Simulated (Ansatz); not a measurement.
**ClH3SbSi radical: a ladder of functionals and wavefunction methods**

An exercise on one series of results from a longer session: the logs are not shown, and one member is left open.

Method: functionals in def2-TZVPP, the program's frozen cores in correlated methods; program: Ansatz 0.2.0, Gaussian basis.

Levels to be run: LDA (SPW92), PBE-D4, revPBE-D4, BLYP-D4, r2SCAN-D4, B97M-V, PBE0-D4, B3LYP-D4, r2SCANh-D4, r2SCAN0-D4, HSE06-D4, BHLYP-D4, CAM-B3LYP-D4, LC-ωPBE, ωB97X-V, ωB97M-V, B2PLYP, PBE-QIDH; CCSD(T)/def2-SVP; CCSD(T)/def2-TZVPP; MP2/def2-QZVPP; extrapolation to the limit; RPA on PBE.

## The geometry

An earlier PBE0-D4 in a triple-zeta def2 set relaxation fixed the geometry. Sb takes the def2 core potential; no spin-orbit term is included.

SMILES `[SiH3][Sb][Cl]`, 6 atoms, charge 0, spin multiplicity 2.

Atoms are counted from 1 here; the program's logs count them from 0.

Bond lengths: Si1–Sb2 2.577 Å, Si1–H4 1.486 Å, Si1–H5 1.486 Å, Si1–H6 1.489 Å, Sb2–Cl3 2.359 Å. Angles: Sb2–Si1–H4 109.8°, Sb2–Si1–H5 109.7°, Sb2–Si1–H6 108.8°, H4–Si1–H5 109.6°, H4–Si1–H6 109.4°, H5–Si1–H6 109.5°, Si1–Sb2–Cl3 91.8°.

Set-up of the first run:

Input file in.yaml:

```yaml
crystal:
  periodic: [false, false, false]
  atoms:
    - {symbol: Si, position_ang: [-0.560927, 0.386973, -0.252712]}
    - {symbol: Sb, position_ang: [1.787927, 0.351657, 0.807645]}
    - {symbol: Cl, position_ang: [1.850233, -2.005800, 0.766634]}
    - {symbol: H, position_ang: [-0.519272, -0.264600, -1.587359]}
    - {symbol: H, position_ang: [-1.518576, -0.334282, 0.624903]}
    - {symbol: H, position_ang: [-0.997385, 1.802153, -0.405410]}
basis:
  gaussian: {orbitals: def2-TZVPP}
magnetization: {spin_polarized: true, initial_magnetization: 1}
hamiltonian: {xc: lda}
output: {orbitals: {seedname: orbitals}}
```

Run with:

```bash
$ ansatz run in.yaml --threads 4 --pin off --events-out ev --progress --plain --max-ram 10444MiB
```

Steps of the session up to this table: LDA; PBE-D4 (GGA); revPBE-D4 (GGA); BLYP-D4 (GGA); r2SCAN-D4 (meta-GGA); B97M-V (meta-GGA); B3LYP-D4 (hybrid); r2SCANh-D4 (hybrid); r2SCAN0-D4 (hybrid); HSE06-D4 (hybrid); BHLYP-D4 (hybrid); CAM-B3LYP-D4 (range-separated); LC-ωPBE (range-separated); ωB97X-V (range-separated); ωB97M-V (range-separated); B2PLYP (double hybrid); PBE-QIDH (double hybrid).

One table of the session follows, with a row left open; its other results are not shown here.

It belongs to the step «Orbital energies across the functionals». 

| functional | HOMO (eV) | LUMO (eV) | gap (eV) |
| --- | --- | --- | --- |
| LDA (SPW92) | -5.29 | -4.52 | 0.77 |
| PBE-D4 | -5.26 | -4.16 | 1.10 |
| revPBE-D4 | -5.24 | -4.03 | 1.20 |
| BLYP-D4 | -5.02 | -4.14 | 0.88 |
| r2SCAN-D4 | -5.64 | -3.88 | 1.76 |
| B97M-V | -5.52 | -4.20 | 1.32 |
| PBE0-D4 | ? | ? | ? |
| B3LYP-D4 | -6.05 | -3.68 | 2.36 |
| r2SCANh-D4 | -6.03 | -3.59 | 2.44 |
| r2SCAN0-D4 | -6.62 | -3.15 | 3.47 |
| HSE06-D4 | -5.96 | -3.72 | 2.24 |
| BHLYP-D4 | -7.20 | -2.59 | 4.61 |
| CAM-B3LYP-D4 | -7.49 | -2.44 | 5.06 |
| LC-ωPBE | -8.89 | -1.16 | 7.73 |
| ωB97X-V | -8.41 | -1.55 | 6.86 |
| ωB97M-V | -8.30 | -1.62 | 6.69 |

**Question.** Estimate the row for PBE0-D4.

As computed: HOMO (eV): -6.35; LUMO (eV): -3.36; gap (eV): 2.99. In the column «HOMO (eV)» it lies between r2SCAN0-D4 (-6.62) and B3LYP-D4 (-6.05).
